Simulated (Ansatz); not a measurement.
**CH₇GaOSi: one species, many methods**

How much do the methods differ for CH₇GaOSi? The plan is to run it at one geometry with functionals of several rungs and with coupled cluster, and see how far each lands from CCSD(T) at the basis-set limit for the atomisation energy.

Computed with Ansatz 0.2.0, Gaussian basis. Level: functionals in def2-TZVPP, the program's frozen cores in correlated methods.

The runs, in order: LDA (SPW92), PBE-D4, revPBE-D4, BLYP-D4, r2SCAN-D4, B97M-V, PBE0-D4, B3LYP-D4, r2SCANh-D4, r2SCAN0-D4, HSE06-D4, BHLYP-D4, CAM-B3LYP-D4, LC-ωPBE, ωB97X-V, ωB97M-V, B2PLYP, PBE-QIDH; CCSD(T)/def2-SVP; CCSD(T)/def2-TZVPP; MP2/def2-QZVPP; extrapolation to the limit; RPA on PBE.

## 1. Structure used throughout

The geometry comes from an earlier relaxation with PBE0-D4 in a triple-zeta def2 set; it is a stationary point, not always the lowest conformer.

11 atoms, charge 0, spin multiplicity 1.

Atoms are counted from 1 here; the program's logs count them from 0.

Bond lengths: C1–Si2 1.867 Å, C1–H5 1.094 Å, C1–H6 1.093 Å, C1–H7 1.093 Å, Si2–O3 1.632 Å, Si2–H8 1.491 Å, Si2–H9 1.490 Å, O3–Ga4 1.780 Å, Ga4–H10 1.562 Å, Ga4–H11 1.556 Å. Angles: Si2–C1–H5 109.9°, Si2–C1–H6 111.5°, Si2–C1–H7 111.5°, H5–C1–H6 107.8°, H5–C1–H7 107.8°, H6–C1–H7 108.1°, C1–Si2–O3 112.8°, C1–Si2–H8 109.1°, C1–Si2–H9 109.2°, O3–Si2–H8 108.8°, O3–Si2–H9 108.7°, H8–Si2–H9 108.1°, Si2–O3–Ga4 141.7°, O3–Ga4–H10 116.6°, O3–Ga4–H11 114.1°, H10–Ga4–H11 129.4°.

## 2. LDA

This LDA is Slater exchange with PW92 correlation.

File in.yaml:

```yaml
crystal:
  periodic: [false, false, false]
  atoms:
    - {symbol: C, position_ang: [-0.313320, 1.454655, -0.565067]}
    - {symbol: Si, position_ang: [-0.474825, 0.432215, 0.988375]}
    - {symbol: O, position_ang: [0.106637, -1.082935, 0.811813]}
    - {symbol: Ga, position_ang: [0.869016, -2.155471, -0.387256]}
    - {symbol: H, position_ang: [-0.717934, 2.456772, -0.395100]}
    - {symbol: H, position_ang: [-0.863726, 1.008502, -1.397502]}
    - {symbol: H, position_ang: [0.731570, 1.562517, -0.867445]}
    - {symbol: H, position_ang: [-1.912520, 0.351860, 1.373528]}
    - {symbol: H, position_ang: [0.264834, 1.103154, 2.094860]}
    - {symbol: H, position_ang: [1.126063, -1.548575, -1.803102]}
    - {symbol: H, position_ang: [1.184195, -3.582704, 0.146896]}
basis:
  gaussian: {orbitals: def2-TZVPP}
hamiltonian: {xc: lda}
output: {orbitals: {seedname: orbitals}}
```

On the command line:

```sh
ansatz run in.yaml --threads 4 --pin off --events-out ev --progress --plain --max-ram 10444MiB
```

The runs that follow: PBE-D4 (GGA); revPBE-D4 (GGA); BLYP-D4 (GGA); r2SCAN-D4 (meta-GGA); B97M-V (meta-GGA); PBE0-D4 (hybrid); B3LYP-D4 (hybrid); r2SCANh-D4 (hybrid); r2SCAN0-D4 (hybrid); HSE06-D4 (hybrid); BHLYP-D4 (hybrid); CAM-B3LYP-D4 (range-separated); LC-ωPBE (range-separated); ωB97X-V (range-separated); ωB97M-V (range-separated); B2PLYP (double hybrid); PBE-QIDH (double hybrid); CCSD(T) in def2-SVP; CCSD(T) in def2-TZVPP; MP2 in def2-QZVPP; RPA on PBE orbitals.

**Question.** What will the summary of the whole plan be? Wanted: atomisation energy, CCSD(T)/CBS; farthest beyond LDA; mean size of error, GGA; mean size of error, meta-GGA; mean size of error, hybrid; mean size of error, range-separated; mean size of error, double hybrid; gap, smallest and largest; T1 diagnostic.

The runs gave:

```
                               quantity                                                                            value
        atomisation energy, CCSD(T)/CBS                                                                    3668.8 kJ/mol
 functionals within 36.7 kJ/mol (1.0 %)  PBE-D4, r2SCAN-D4, B97M-V, B3LYP-D4, r2SCANh-D4, CAM-B3LYP-D4, ωB97X-V, ωB97M-V
                    farthest beyond LDA                                                        revPBE-D4 (-100.2 kJ/mol)
                mean size of error, GGA                                                                      63.4 kJ/mol
           mean size of error, meta-GGA                                                                       6.9 kJ/mol
             mean size of error, hybrid                                                                      52.2 kJ/mol
    mean size of error, range-separated                                                                      14.0 kJ/mol
      mean size of error, double hybrid                                                                      51.8 kJ/mol
              gap, smallest and largest                                        4.37 eV (LDA (SPW92)), 11.48 eV (LC-ωPBE)
                          T1 diagnostic                                                                           0.0133
triples share of the correlation energy                                                                            3.5 %
```

**Reading.** The LDA atomisation energy is off by 416.4 kJ/mol (11 %): it overbinds. PBE-D4 is off by -28.4 kJ/mol. Double hybrids carry the basis error of their MP2 part in triple zeta, and no dispersion term here, so their miss is partly the set-up's. The rungs meta-GGA, range-separated miss on average by less than the doubt on the reference (36.7 kJ/mol), so they tie. The reference freezes the cores and leaves out relativity and excitations past (T), and its outer-core shells are covered unevenly, so misses under about 36.7 kJ/mol can't be ranked. Hartree-Fock recovers 75 % of the binding; the rest is correlation. CCSD(T) in def2-SVP is off by -222.5 kJ/mol, so the small basis spoils what the method gains. The gap grows from 4.4 to 11.5 eV across the functionals, mostly with the share of exact exchange. Correlated methods include outer-core shells of Ga, which these sets cover unevenly.
